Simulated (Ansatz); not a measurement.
# AlBFH5O: the cost of one run

Method: RKS B3LYP-D4/def2-SVP, in Ansatz 0.2.0.

## Step 1: Starting point

Bond lengths: B1–F2 1.670 Å, B1–H3 1.190 Å, B1–H4 1.190 Å, B1–O5 1.710 Å, O5–Al6 1.780 Å, Al6–H7 1.560 Å, Al6–H8 1.560 Å, F2–H9 1.041 Å, O5–H9 1.132 Å. Angles: B1–F2–H9 80.7°, F2–B1–H3 120.0°, F2–B1–H4 120.0°, F2–B1–O5 71.6°, H3–B1–H4 120.0°, H3–B1–O5 97.0°, H4–B1–O5 101.2°, B1–O5–Al6 125.0°, B1–O5–H9 76.7°, Al6–O5–H9 140.3°, O5–Al6–H7 120.0°, O5–Al6–H8 120.0°, H7–Al6–H8 120.0°, F2–H9–O5 131.0°.

As a file:

```xyz
9

B     0.0000    0.0000    0.0000
F     0.0000    0.0000    1.6700
H     1.0305    0.0000   -0.5950
H    -1.0305    0.0000   -0.5950
O     0.0715   -1.6212    0.5392
Al   -0.7444   -2.9950   -0.2453
H     0.0056   -4.3518   -0.4190
H    -2.2093   -2.8421   -0.7592
H     0.0453   -1.0266    1.5024
```

## Step 2: Pulling towards end A

Springs on the bonds that form and break draw the guess towards this end; the thresholds are loose.

The input, input.yaml:

```yaml
crystal:
  periodic: [false, false, false]
  atoms:
    - { symbol: B, position_ang: [0.0, 0.0, 0.0] }
    - { symbol: F, position_ang: [0.0, 0.0, 1.67] }
    - { symbol: H, position_ang: [1.0305, 0.0, -0.595] }
    - { symbol: H, position_ang: [-1.0305, 0.0, -0.595] }
    - { symbol: O, position_ang: [0.0715, -1.6212, 0.5392] }
    - { symbol: Al, position_ang: [-0.7444, -2.995, -0.2453] }
    - { symbol: H, position_ang: [0.0056, -4.3518, -0.419] }
    - { symbol: H, position_ang: [-2.2093, -2.8421, -0.7592] }
    - { symbol: H, position_ang: [0.0453, -1.0266, 1.5024] }
basis:
  gaussian: { orbitals: def2-SVP }
hamiltonian:
  xc: b3lyp
  dispersion: d4
relax:
  f_tol: 0.15
  max_steps: 25
  restrain:
    - { distance: [0, 4], at: 2.61, k: 30.0 }
    - { distance: [8, 1], at: 2.12, k: 30.0 }
    - { distance: [0, 1], at: 1.32, k: 30.0 }
    - { distance: [8, 4], at: 1.01, k: 30.0 }
```

Command:

```
$ ansatz run input.yaml --threads 2 --pin off --max-ram 3072MiB --backend cpu --events-out ev --progress --plain --runs-dir out
```

Q: Estimate wall time and peak memory on 2 threads of AMD EPYC 7R43 (Zen 3), shared host.

About 20 s, with a peak of 0.18 GiB.
